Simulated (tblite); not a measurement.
# BFGeH8SSi2: the cost of one run

Programs: tblite 0.8.0 and PySCF 2.14.0. All values are calculated, for the isolated system unless a continuum is named. Atoms count from 0, parts from 1.

## (1) The system as given

14 atoms, charge 0, multiplicity 1; geometry: distance geometry start.

## (2) Geometry optimisation with GFN2-xTB

What the job is given:

```
{"job": {"kind": "relax", "xc": "GFN2-xTB", "basis": "xTB"}, "charge": 0, "multiplicity": 1}
Ge    -0.951617     2.048351     1.836922
S      1.267952     1.822625     1.752250
Si     2.356791     0.323745     0.617987
B     -1.846244     0.228392     1.625517
Si    -1.414417    -0.732649    -0.017480
F     -1.483754     3.121222     0.509994
H     -1.351209     2.669557     3.161805
H      2.818090     0.904498    -0.587178
H      3.426982    -0.169979     1.376358
H      1.468351    -0.751769     0.315810
H     -1.927895    -0.408384     2.561716
H     -1.248050    -2.125441     0.277540
H     -2.457219    -0.582627    -0.966304
H     -0.180971    -0.215424    -0.560757
```

Method: GFN2-xTB geometry optimisation, gas phase.

On the command line:

```console
OMP_NUM_THREADS=1 python cluster_run.py task.json out
```

One launch serves the whole session: the jobs run in the order shown.

**Question.** How long does this first job take on 1 thread of Arm Neoverse V1, shared host?

About 7.4 s.
